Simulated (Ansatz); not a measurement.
# CH6Cl2GeSi: taking an electron away

An exercise on one series of results from a longer session: the logs are not shown, and one member is left open.

Program: Ansatz 0.2.0, Gaussian basis. Level of theory: unrestricted cation, the program's frozen cores in correlated methods. These are calculated values, not measurements.

The runs, in order: UKS PBE-D4/def2-TZVPP; UKS r2SCAN-D4/def2-TZVPP; UKS PBE0-D4/def2-TZVPP; UKS B3LYP-D4/def2-TZVPP; UKS wB97X-V/def2-TZVPP; UKS wB97M-V/def2-TZVPP; UKS B2PLYP/def2-TZVPP; UHF-CCSD(T)/def2-TZVPP; UHF-MP2/def2-QZVPP; extrapolation to the limit; then −ε(HOMO) from the neutral's earlier runs with LDA (SPW92), PBE-D4, revPBE-D4, BLYP-D4, r2SCAN-D4, B97M-V, PBE0-D4, B3LYP-D4, r2SCANh-D4, r2SCAN0-D4, HSE06-D4, BHLYP-D4, CAM-B3LYP-D4, LC-ωPBE, ωB97X-V, ωB97M-V.

1 further run of the same task is left out (for a known fault of the program).

### The geometry

The geometry comes from an earlier relaxation with PBE0-D4 in a triple-zeta def2 set; it is a stationary point, not always the lowest conformer.

SMILES `[CH3][Ge]([SiH3])([Cl])[Cl]`, 11 atoms, charge 0, spin multiplicity 1.

Atoms are counted from 1 here; the program's logs count them from 0.

Bond lengths: C1–Ge2 1.939 Å, C1–H6 1.091 Å, C1–H7 1.090 Å, C1–H8 1.091 Å, Ge2–Si3 2.384 Å, Ge2–Cl4 2.164 Å, Ge2–Cl5 2.164 Å, Si3–H9 1.485 Å, Si3–H10 1.482 Å, Si3–H11 1.485 Å. Angles: Ge2–C1–H6 109.7°, Ge2–C1–H7 108.8°, Ge2–C1–H8 109.7°, H6–C1–H7 109.5°, H6–C1–H8 109.7°, H7–C1–H8 109.5°, C1–Ge2–Si3 120.8°, C1–Ge2–Cl4 107.1°, C1–Ge2–Cl5 107.1°, Si3–Ge2–Cl4 107.2°, Si3–Ge2–Cl5 107.2°, Cl4–Ge2–Cl5 106.5°, Ge2–Si3–H9 108.8°, Ge2–Si3–H10 107.9°, Ge2–Si3–H11 108.8°, H9–Si3–H10 110.6°, H9–Si3–H11 109.9°, H10–Si3–H11 110.6°.

The first run:

Input file in.yaml:

```yaml
crystal:
  periodic: [false, false, false]
  atoms:
    - {symbol: C, position_ang: [-1.733905, 0.420229, 0.561647]}
    - {symbol: Ge, position_ang: [-0.039297, 0.553615, -0.370407]}
    - {symbol: Si, position_ang: [1.660946, -1.086722, -0.052560]}
    - {symbol: Cl, position_ang: [-0.479774, 0.618252, -2.488284]}
    - {symbol: Cl, position_ang: [0.819315, 2.473748, 0.138992]}
    - {symbol: H, position_ang: [-2.231561, -0.510616, 0.287398]}
    - {symbol: H, position_ang: [-2.359475, 1.265354, 0.274287]}
    - {symbol: H, position_ang: [-1.563531, 0.443295, 1.638581]}
    - {symbol: H, position_ang: [2.042145, -1.110685, 1.382534]}
    - {symbol: H, position_ang: [2.821072, -0.710422, -0.894526]}
    - {symbol: H, position_ang: [1.129564, -2.413149, -0.457062]}
basis:
  gaussian: {orbitals: def2-TZVPP}
total_charge: 1
magnetization: {spin_polarized: true, initial_magnetization: 1}
hamiltonian: {xc: pbe, dispersion: d4}
```

The run is started by

```sh
> ansatz run in.yaml --threads 2 --pin off --events-out ev --progress --plain --max-ram 32768MiB --backend cuda --devices 0, --max-vram 18GiB
```

Among the steps run: Cation, UKS PBE-D4/def2-TZVPP; Cation, UKS r2SCAN-D4/def2-TZVPP; Cation, UKS PBE0-D4/def2-TZVPP; Cation, UKS B3LYP-D4/def2-TZVPP; Cation, UKS wB97X-V/def2-TZVPP; Cation, UKS wB97M-V/def2-TZVPP; Cation, UKS B2PLYP (frozen core)/def2-TZVPP; Cation, UHF-CCSD(T)/def2-TZVPP; Cation, UHF-MP2/def2-QZVPP.

One of the session's tables, all rows but one given; the rest of the session is left out.

For comparison, −ε(HOMO) of the neutral from earlier runs:

```
  functional  −ε(HOMO) (eV)
 LDA (SPW92)           7.01
      PBE-D4           6.89
   revPBE-D4           6.85
     BLYP-D4           6.74
   r2SCAN-D4           7.19
      B97M-V           7.32
     PBE0-D4           8.09
    B3LYP-D4           7.86
  r2SCANh-D4           7.62
  r2SCAN0-D4           8.27
    HSE06-D4           7.70
    BHLYP-D4           9.15
CAM-B3LYP-D4           9.36
     LC-ωPBE          10.67
     ωB97X-V              ?
     ωB97M-V          10.14
```

Q: Estimate the row for ωB97X-V from the others.

The run gave: −ε(HOMO) (eV): 10.34. In the column «−ε(HOMO) (eV)» it lies between ωB97M-V (10.14) and LC-ωPBE (10.67).
